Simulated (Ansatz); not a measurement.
Nb2Pd:

```
Pd Nb
1.0
     0.00000    2.14539    6.53792
     1.81814    0.00000    6.53792
     1.81814    2.14539    0.00000
Pd Nb
1 2
Direct
  0.00000 0.00000 0.00000
  0.66233 0.66233 0.33767
  0.33767 0.33767 0.66233
```

The cell comes from a database or a generator and needn't be the stable form of this composition.

Base run:

- Program: Ansatz 0.2.0
- Functional: PBEsol
- Potentials or basis: all-electron LAPW, scalar-relativistic
- Cutoff: 254 eV
- Density cutoff: 1016 eV
- Basis error allowed: 0.001 eV/atom
- k mesh: 10 × 10 × 10
- Occupations: fermi-dirac, width 0.05 eV
- Spin: no spin polarisation

Its results: pressure -6.8 GPa; largest force 0.024 eV/Å.

**Question.** The run is repeated on the same cell with these changes: functional from PBEsol to LDA; basis error allowed from 0.001 eV/atom to 0.002 eV/atom. What comes out?

**Answer.** Pressure -11.0 GPa; largest force 0.072 eV/Å.

Not every run made on this cell is shown here.
